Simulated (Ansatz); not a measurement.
# InGa2N3: further runs on the relaxed cell

The task here is to estimate one member of a computed series from the others.

Method: DFT PBE, scalar-relativistic, plane waves, PAW, in Ansatz 0.2.0.

1 further run of the same task is left out (set aside as unsound or not needed).

### The system as given

Symmetry: Cmc2_1, No. 36, orthorhombic system. Conventional cell: a = 10.021 Å, b = 5.780 Å, c = 5.398 Å, α = 90.00°, β = 90.00°, γ = 90.00°. In (site symmetry m) has 4 N at 2.18 to 2.19 Å in its first shell of neighbours. Ga (site symmetry 1) has 4 N at 1.97 to 1.98 Å in its first shell of neighbours. N (site symmetry 1) has 3 Ga at 1.97 to 1.98 Å and 1 In at 2.18 Å in its first shell of neighbours. N (site symmetry m) is surrounded by 2 Ga at 1.97 Å and 2 In at 2.18 to 2.19 Å.

As a file:

```xyz
12
Lattice="5.0105 -2.8902 0.0000 5.0105 2.8902 0.0000 0.0000 0.0000 5.3981" Properties=species:S:1:pos:R:3 pbc="T T T"
In    5.0105    1.0094    5.3430
In    5.0105   -1.0094    2.6439
Ga    1.7077    0.9445    5.3581
Ga    8.3132    0.9445    5.3581
Ga    8.3132   -0.9445    2.6590
Ga    1.7077   -0.9445    2.6590
N     1.8043    0.8882    1.9380
N     8.2166    0.8882    1.9380
N     8.2166   -0.8882    4.6371
N     1.8043   -0.8882    4.6371
N     5.0105    1.1112    2.1321
N     5.0105   -1.1112    4.8312
```

It goes back to an entry of the Materials Project, which need not be the stable form.

This cell was relaxed beforehand with the same method: volume 13.03 Å³/atom, gap on the mesh 0.87 eV.

The first run:

input.yaml reads:

```yaml
crystal:
  lattice:
    - [5.0104830947, -2.8901996251, 0.0]
    - [5.0104830947, 2.8901996251, 0.0]
    - [0.0, 0.0, 5.3980600011]
  atoms:
    - { symbol: In, position: [0.3253743399, 0.6746256601, 0.9897954405] }
    - { symbol: In, position: [0.6746256601, 0.3253743399, 0.4897954405] }
    - { symbol: Ga, position: [0.0070223916, 0.3338071181, 0.992588773] }
    - { symbol: Ga, position: [0.6661928819, 0.9929776084, 0.992588773] }
    - { symbol: Ga, position: [0.9929776084, 0.6661928819, 0.492588773] }
    - { symbol: Ga, position: [0.3338071181, 0.0070223916, 0.492588773] }
    - { symbol: "N", position: [0.0264035205, 0.3337100344, 0.3590241571] }
    - { symbol: "N", position: [0.6662899656, 0.9735964795, 0.3590241571] }
    - { symbol: "N", position: [0.9735964795, 0.6662899656, 0.8590241571] }
    - { symbol: "N", position: [0.3337100344, 0.0264035205, 0.8590241571] }
    - { symbol: "N", position: [0.3077705035, 0.6922294965, 0.3949796994] }
    - { symbol: "N", position: [0.6922294965, 0.3077705035, 0.8949796994] }
basis:
  ecutwfc: 420
kpoints:
  mp_grid: { grid: [6, 6, 6] }
  band_path:
    path:
      - [[0.0, 0.0, 0.0], [0.5, 0.5, 0.0], [0.33318337, 0.66681663, 0.0]]
      - [[-0.33318337, 0.33318337, 0.0], [0.0, 0.0, 0.0], [0.0, 0.0, 0.5], [-0.33318337, 0.33318337, 0.5]]
      - [[0.33318337, 0.66681663, 0.5], [0.5, 0.5, 0.5], [0.5, 0.5, 0.0]]
      - [[0.0, 0.0, 0.0], [0.0, 0.5, 0.0], [0.0, 0.5, 0.5], [0.0, 0.0, 0.5], [0.5, 0.5, 0.5]]
    npoints: 10
hamiltonian:
  xc: pbe
scf:
  occupations: { method: gaussian, width: 0.02 }
  n_extra_bands: 30
output:
  forces: true
  stress: true
  eigenvalues: true
  populations: true
  dos: { projected: true, de: 0.02, nscf_kmesh: { grid: [9, 9, 9] } }
  bader: false
  write_density: true
  write_potential: true
  elf: true
  volumetric_format: npy
```

The run is started by

```console
$ ansatz run input.yaml --threads 2 --pin off --max-ram 5120MiB --backend cpu --events-out ev --progress --plain --runs-dir out
```

Among the steps run: Electronic structure at the relaxed geometry; Band edges anywhere in the zone; Levels beside the edges; The cell scaled to 0.97 of its volume; Volume × 1.03; The cell scaled to 0.94 of its volume; Volume × 1.06.

One table of the session follows, with a row left open; its other results are not shown here.

It belongs to the step «Energy against volume». 

```
volume (Å³/atom)  energy above the lowest point (meV/atom)  pressure (GPa)  gap on the mesh (eV)
          12.247                                      25.2           10.94                  1.19
          12.638                                         ?               ?                     ?
          13.028                                       0.0            0.00                  0.87
          13.419                                       5.3           -4.25                  0.72
          13.810                                      20.2           -7.84                  0.58
```

**Question.** Estimate the row for volume (Å³/atom) = 12.638.

Worked estimate for «energy above the lowest point (meV/atom)». A straight line through the neighbours (12.247, 25.2) and (13.028, 0.0) gives 25.2 + (0.0 − 25.2) × (12.638 − 12.247) / (13.028 − 12.247) = 12.6; a parabola fitted to 3 rows on both sides gives 6.6.

The run gave: energy above the lowest point (meV/atom): 5.9; pressure (GPa): 5.03; gap on the mesh (eV): 1.03. In «energy above the lowest point (meV/atom)» the line misses by +6.7 and the parabola by +0.7.
